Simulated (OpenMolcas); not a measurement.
**AlSbH3F (SMILES [F][AlH][SbH2]) at CCSD[T]/def2-SVP (core potential)**

Aim: the energy difference between two shapes of AlSbH3F at CCSD[T]/def2-SVP (core potential), from 2 runs. 

The results are computed with OpenMolcas 26.06.

3 further runs of the same task are left out: 3 set aside as unsound or not needed.

**1. The system as given**

AlSbH3F has 6 atoms, charge 0, and is taken as a singlet. SMILES: `[F][AlH][SbH2]`. The coordinates come from a PBE0-D4/def2-TZVP relaxation. This is one conformer, not always the lowest.

Bond lengths: F1–Al2 1.653 Å, Al2–Sb3 2.636 Å, Al2–H4 1.582 Å, Sb3–H5 1.710 Å, Sb3–H6 1.709 Å. Angles: F1–Al2–Sb3 116.3°, F1–Al2–H4 116.4°, Sb3–Al2–H4 127.3°, Al2–Sb3–H5 88.3°, Al2–Sb3–H6 87.8°, H5–Sb3–H6 91.6°.

**2. The energy at CCSD[T]/def2-SVP (core potential)**

Contents of job.inp:

```
&GATEWAY
Coord
6
angstrom
F       -1.114600      -1.632400       1.262300
Al      -0.336100      -1.039300      -0.069800
Sb       1.279900       1.003700       0.334800
H       -0.594800      -1.800700      -1.431700
H        0.842100       1.592000      -1.209900
H       -0.034400       1.812900       1.068100
Basis=def2-SVP
Group=NoSym
&SEWARD
&SCF
PrOrbitals=1 1
&RASSCF
FileOrb=$Project.ScfOrb
Spin=1
Nactel=0 0 0
Inactive=24
Ras2=0
OutOrbitals=Canonical
OrbListing=Nothing
&MOTRA
JobIph
Frozen=10
&CCSDT
CCT
Triples=1
Iterations=50
Extrapolation=5 4
```

Command:

```console
export MOLCAS_MEM=1860
pymolcas job.inp > job.log
```

Standard output:

```text
--- Start Module: gateway ---
[...]
--- Stop Module: gateway /rc=_RC_ALL_IS_WELL_ ---
[...]
      Basis functions           73
[...]
       Convergence after  11 Iterations
[...]
::    Total SCF energy                               -582.2661582859
[...]
      Total spin, S                                     0.0000000000
[...]
      Number of active orbitals                  0
[...]
      Spin quantum number                      0.0
[...]
      Active orbitals                            0
[...]
      Number of CSFs                             1
[...]
      Number of root(s) required                 1
[...]
      Convergence after  4 iterations
[...]
      Natural orbitals and occupation numbers for root  1
      ************************************************************************************************************************
      *                                                    Final results                                                     *
      ************************************************************************************************************************
[...]
::    RASSCF root number  1 Total energy:   -582.26615829
[...]
      Total electronic charge=   48.000000
      Total            charge=   -0.000000
[...]
      Dipole Moment (debye):
      Origin of the operator (angstrom)=    0.7340    0.3762    0.3590
                   X=  6.9807E-01               Y=  3.7697E-01               Z= -1.1243E+00           Total=  1.3760E+00
      Quadrupole Moment (debye*angstrom):
[...]
--- Start Module: motra ---
[...]
      *** WARNING: Default frozen orbitals is overwritten by user input.
      *** Default values:   3
[...]
--- Stop Module: motra /rc=_RC_ALL_IS_WELL_ ---
--- Start Module: ccsdt ---
[...]
      Convergence after                    14  Iterations
      Total energy (diff) :    -582.66899085       0.00000000
[...]
       CCSD     =      -582.6689908482839
[...]
--- Stop Module: ccsdt /rc=_RC_ALL_IS_WELL_ ---
[...]
```

Run time: 27 s. Hardware: 1 thread of Intel Xeon Platinum 8488C (Sapphire Rapids), shared host; peak memory 0.42 GiB.

**3. The distorted shape**

Contents of job.input:

```
&gateway
 coord
 6
 angstrom
 F       -1.067769      -1.653209       1.300257
 Al      -0.349489      -1.081224      -0.037308
 Sb       1.275084       0.964208       0.276103
 H       -0.634671      -1.827871      -1.554983
 H        0.774923       1.580652      -1.177229
 H       -0.041816       1.784953       1.058716
 basis
 def2-SVP
 group
 NoSym

&seward

&scf
 prorbitals
 1 1

&rasscf
 fileorb
 $Project.ScfOrb
 spin
 1
 nactel
 0 0 0
 inactive
 24
 ras2
 0
 outorbitals
 Canonical
 orblisting
 Nothing

&motra
 jobiph
 frozen
 10

&ccsdt
 cct
 triples
 1
 iterations
 50
 extrapolation
 5 4
```

Command:

```console
export MOLCAS_MEM=1860
pymolcas job.input > job.log
```

Standard output:

```text
--- Start Module: gateway ---
[...]
--- Stop Module: gateway /rc=_RC_ALL_IS_WELL_ ---
[...]
      Basis functions           73
[...]
       Convergence after  11 Iterations
[...]
::    Total SCF energy                               -582.2592013755
[...]
      Total spin, S                                     0.0000000000
[...]
      Number of active orbitals                  0
[...]
      Spin quantum number                      0.0
[...]
      Active orbitals                            0
[...]
      Number of CSFs                             1
[...]
      Number of root(s) required                 1
[...]
      Convergence after  4 iterations
[...]
      Natural orbitals and occupation numbers for root  1
      ************************************************************************************************************************
      *                                                    Final results                                                     *
      ************************************************************************************************************************
[...]
::    RASSCF root number  1 Total energy:   -582.25920138
[...]
      Total electronic charge=   48.000000
      Total            charge=   -0.000000
[...]
      Dipole Moment (debye):
      Origin of the operator (angstrom)=    0.7330    0.3387    0.3260
                   X=  6.2162E-01               Y=  2.5346E-01               Z= -8.8791E-01           Total=  1.1131E+00
      Quadrupole Moment (debye*angstrom):
[...]
--- Start Module: motra ---
[...]
      *** WARNING: Default frozen orbitals is overwritten by user input.
      *** Default values:   3
[...]
--- Stop Module: motra /rc=_RC_ALL_IS_WELL_ ---
--- Start Module: ccsdt ---
[...]
      Convergence after                    11  Iterations
      Total energy (diff) :    -582.66190547       0.00000004
[...]
       CCSD     =      -582.6619054722968
[...]
--- Stop Module: ccsdt /rc=_RC_ALL_IS_WELL_ ---
[...]
```

It took 24 s on 1 thread of Intel Xeon Platinum 8488C (Sapphire Rapids), shared host; peak memory 0.42 GiB.

**4. Outcome**

At CCSD[T]/def2-SVP (core potential), 10 core orbitals frozen:

```
                                                     quantity          value
                                    first shape: total energy  -582.67826 Eh
              first shape: dipole moment (mean-field density)         1.38 D
             first shape: HOMO energy (Hartree–Fock orbitals)       -9.27 eV
             first shape: LUMO energy (Hartree–Fock orbitals)        1.37 eV
           first shape: HOMO–LUMO gap (Hartree–Fock orbitals)       10.64 eV
    first shape: correlation energy (10 core orbitals frozen)     -412.1 mEh
                                distorted shape: total energy  -582.67118 Eh
          distorted shape: dipole moment (mean-field density)         1.11 D
         distorted shape: HOMO energy (Hartree–Fock orbitals)       -9.21 eV
         distorted shape: LUMO energy (Hartree–Fock orbitals)        1.37 eV
       distorted shape: HOMO–LUMO gap (Hartree–Fock orbitals)       10.58 eV
distorted shape: correlation energy (10 core orbitals frozen)     -412.0 mEh
                       energy change with the atoms displaced       0.193 eV
```

With the atoms displaced the energy rises by 0.19 eV (4.4 kcal/mol). The first shape isn't relaxed at this level, so the change isn't measured from a minimum. Mulliken charges (first shape) of the mean-field density run from -0.54 on F1 to +1.04 on Al2.
